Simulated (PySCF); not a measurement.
**diborane 1,1-di F (B₂H₄F₂): geometry, NMR shifts, electronic excitations, spin-spin couplings and core binding energies**

Aim: predict the NMR shifts, electronic excitations, spin-spin couplings and core binding energies of diborane 1,1-di F (B₂H₄F₂).

Programs: PySCF 2.14.0, with density-fitted response routines of our own. Each step states its level of theory. These are calculated values for one molecule in the gas phase, unless marked as measured. Atoms count from 0, in the outputs and in this text.

### 1 The starting structure

8 atoms, charge 0, multiplicity 1; geometry from: GFN2-xTB.

Bonds of the start (Å): B0–F1 1.33, B0–F2 1.33, B0–H3 1.39, B0–H7 1.39, H3–B4 1.30, B4–H5 1.17, B4–H6 1.17, B4–H7 1.30.

### 2 Relaxing the molecule at PBE0-D3(BJ)/def2-SVP

The job: settings as JSON, then the geometry in Å.

```
{"job": {"xc": "PBE0", "basis": "def2-SVP", "d3": "d3bj", "grid": 1, "maxiter": 40, "kind": "geom"}, "charge": 0, "multiplicity": 1}
B      0.534100    -0.614310     0.360830
F      1.349290    -1.368150    -0.369370
F      0.576290    -0.845740     1.668090
H      0.667390     0.733740     0.064380
B     -0.553100     0.636380    -0.373060
H     -1.254080     1.277290     0.309160
H     -0.557730     0.804990    -1.530190
H     -0.762170    -0.624210    -0.129840
```

**Question.** This job is followed by: GIAO PBE0/pcSseg-1 NMR shielding, non-relativistic, gas phase; TDDFT PBE0/def2-SVPD, vertical, gas phase, core orbitals frozen in the response; B3LYP/pcJ-1 indirect spin-spin coupling, non-relativistic, gas phase; GIAO B3LYP/pcSseg-1 NMR shielding, non-relativistic, gas phase; delta-SCF UKS SCAN, pcX-2 on the ionised atom (unc-x2c-TZVPall on a metal), pcseg-1 elsewhere, spin-free X2C. Predict these results of the whole session: point group; rotational constants (main isotopes); ¹H shifts against TMS (PBE0/pcSseg-1); ¹¹B shifts against BF3·OEt2 (PBE0/pcSseg-1); ¹⁹F shifts against CFCl3 (PBE0/pcSseg-1); lowest singlet (PBE0/def2-SVPD); brightest single state of those computed; lowest triplet; largest coupling of the table (B3LYP/pcJ-1); B1s binding energies, SCAN/pcX-2; F1s binding energies, SCAN/pcX-2; range of the shift of F1.

**Answer**, as computed:

| quantity | value |
| --- | --- |
| point group | C2v |
| rotational constants (main isotopes) | 9.39, 7.60, 4.35 GHz |
| ¹H shifts against TMS (PBE0/pcSseg-1) | 2.44, 2.42, 1.34, 1.32 ppm |
| ¹¹B shifts against BF3·OEt2 (PBE0/pcSseg-1) | 13.8, -27.4 ppm |
| ¹⁹F shifts against CFCl3 (PBE0/pcSseg-1) | -105.7, -105.9 ppm |
| lowest singlet (PBE0/def2-SVPD) | 8.31 eV (149 nm), f = 0.000 |
| brightest single state of those computed | state 6, 10.03 eV, f = 0.222 |
| lowest triplet | 7.82 eV |
| largest coupling of the table (B3LYP/pcJ-1) | ¹J(B,H) B4–H5, 147.9 Hz |
| B1s binding energies, SCAN/pcX-2 | B0 200.61, B4 196.47 eV |
| F1s binding energies, SCAN/pcX-2 | F1 693.80 eV |
| range of the shift of F1 | -109.9 to -105.7 ppm |

**Reading.** Over 8 steps the energy fell by 0.084 eV; of the close pairs, B0–B4 changed most, 1.812 to 1.767 Å. No frequency check was run at this level, so the end point may be a saddle. The structure rearranged or came apart on optimisation; the results belong to the end geometry, not to the formula as drawn. Shifts at one fixed geometry are not the observed spectrum, which averages over the motion. The first singlet state (HOMO→LUMO 1.00) lies at 8.31 eV and is dark; of the 10 states computed, the strongest absorption comes from state 6 at 10.03 eV. The lowest triplet lies 0.50 eV below the lowest singlet (triplets in Tamm-Dancoff, singlets in full TDDFT). Of the pairs tabulated at B3LYP/pcJ-1, B4–H5 couples most strongly (147.9 Hz; Fermi contact 147.6 Hz). Density functionals describe couplings to fluorine poorly, F–F couplings above all, so those rows are rough. B0 binds its B1s electron 4.15 eV more tightly than B4. In ppm, F1 moves most: its shift spreads over 4.1 ppm, from -109.9 (B3LYP/pcSseg-1) to -105.7 (PBE0/pcSseg-1). Most of that comes from the computed reference, not from the atom's own shielding.
